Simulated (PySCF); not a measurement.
# [Bi3]3+: other functionals and bases at one geometry

The task here is to estimate one member of a computed series from the others.

The runs use PySCF 2.14.0; several levels, as the steps say, no spin–orbit coupling.

2 further runs of the same task are left out: 2 for a known fault of the program.

**The system as given**

3 atoms, charge 3, spin multiplicity 3.

Bond lengths: Bi1–Bi2 3.079 Å, Bi1–Bi3 3.079 Å. Angles: Bi2–Bi1–Bi3 70.4°.

Geometry (Å):

```xyz
3
charge 3, multiplicity 3
Bi    1.67675   -0.00006    0.00000
Bi   -0.83828    1.77570    0.00000
Bi   -0.83847   -1.77564    0.00000
```

An earlier session relaxed this geometry at PBE0, Bi def2-SVP with ECP60 (triplet, point group C2v).

At PBE0 on the finer grid: E = -642.632521 Eh, HOMO -21.06 eV, LUMO -19.03 eV (over both spins), ⟨S²⟩ = 2.028, Mulliken charge on Bi1 +0.88 e, largest force component 0.020 eV/Å. 

Levels to run: M06-L; TPSS; PBE; BLYP; PBE0, TZVP; PBE0, x2c-SVP. Hardware: 2 threads of Arm Neoverse V1, shared host.

Set-up of the first run:

The input, run.py (the lines that set the calculation):

```python
mol = gto.M(atom='''
Bi     1.67675    -0.00006     0.00000
Bi    -0.83828     1.77570     0.00000
Bi    -0.83847    -1.77564     0.00000''',
    basis={'Bi': 'def2-SVP'},
    ecp={'Bi': 'def2-SVP'},
    charge=3, spin=2)
mf = dft.UKS(mol, xc='M06L')
mf.grids.atom_grid = (75, 302)
mf = mf.density_fit()  # fitting sets: Bi def2-universal-JKFIT
mf.conv_tol = 1e-08; mf.max_cycle = 55
mf.kernel(dm0)  # dm0: the density of the relaxed state
```

Command:

```sh
$ OMP_NUM_THREADS=2 python run.py
```

Among the steps run: M06-L; TPSS; PBE; BLYP; PBE0, TZVP; PBE0, x2c-SVP.

One table of the session follows, with a row left open; its other results are not shown here.

```
              level  HOMO (eV)  gap (eV)  dipole (D)  largest force component (eV/Å)
PBE0 (relaxed here)     -21.06      2.02        1.06                            0.02
              M06-L     -19.96      0.35        1.09                            0.52
               TPSS     -20.29      0.53        1.03                            0.33
                PBE     -20.29      0.40        1.02                            0.41
               BLYP          ?         ?           ?                               ?
         PBE0, TZVP     -20.97      2.01        1.05                            0.09
      PBE0, x2c-SVP     -21.14      2.03        1.09                            0.87
```

Estimate the missing values for BLYP.

**Answer.** HOMO (eV): -20.08; gap (eV): 0.19; dipole (D): 1.00; largest force component (eV/Å): 0.77. In the column «HOMO (eV)» it lies between PBE (-20.29) and M06-L (-19.96).

The dipole of a charged species depends on the origin, so these sizes hold for this origin alone.

In one basis the HOMO–LUMO gap runs from 0.19 eV (BLYP) to 2.02 eV (PBE0). The largest leftover force, 0.87 eV/Å with PBE0, x2c-SVP, stands at a geometry relaxed at another level. Total energies of different levels can't be compared.
